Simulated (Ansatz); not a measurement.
# Zn (diamond type): the cost of one run

Program: Ansatz 0.2.0. Level of theory: DFT r²SCAN, with the methods named in each step. These are calculated values, not measurements.

2 further runs of the same task are left out: 2 that didn't finish.

## Step 1: The structure to begin with

Symmetry: Fd-3m, No. 227, cubic system. The conventional cell has a = 5.331 Å, b = 5.331 Å, c = 5.331 Å, α = 90.00°, β = 90.00°, γ = 90.00°. Zn (site symmetry -43m) has 4 Zn at 2.31 Å as nearest neighbours.

Structure file:

```cif
data_structure
_symmetry_space_group_name_H-M 'P 1'
_symmetry_Int_Tables_number 1
_cell_length_a 3.7699
_cell_length_b 3.7699
_cell_length_c 3.7699
_cell_angle_alpha 60.000
_cell_angle_beta 60.000
_cell_angle_gamma 60.000
_cell_volume 37.89
loop_
_atom_site_label
_atom_site_type_symbol
_atom_site_fract_x
_atom_site_fract_y
_atom_site_fract_z
_atom_site_occupancy
Zn1 Zn 0.87500 0.87500 0.87500 1
Zn2 Zn 0.12500 0.12500 0.12500 1
```

Atoms are numbered in the order of the input: Zn1, Zn2.

## Step 2: Shortest bond scaled by 1, PAW

input.yaml

```yaml
crystal:
  lattice:
    - [0.0, 2.66570712, 2.66570712]
    - [2.66570712, 0.0, 2.66570712]
    - [2.66570712, 2.66570712, 0.0]
  atoms:
    - { symbol: Zn, position: [-0.125, -0.125, -0.125] }
    - { symbol: Zn, position: [0.125, 0.125, 0.125] }
kpoints:
  mp_grid: { grid: [10, 10, 10] }
scf:
  occupations: { method: fermi_dirac, width: 0.05 }
hamiltonian:
  xc: r2scan
  pseudopotentials: { kind: paw }
output:
  forces: true
  stress: true
  eigenvalues: true
  efg: { contact_densities: true }
  populations: true
```

Run with:

```
ansatz run input.yaml --threads 1 --pin off --max-ram 2048MiB --backend cpu --events-out ev --progress --plain --runs-dir out
```

Q: Estimate wall time and peak memory on 1 thread of AMD EPYC 9B14 (Zen 4), shared host.

About 3.5 s, with a peak of 0.52 GiB.
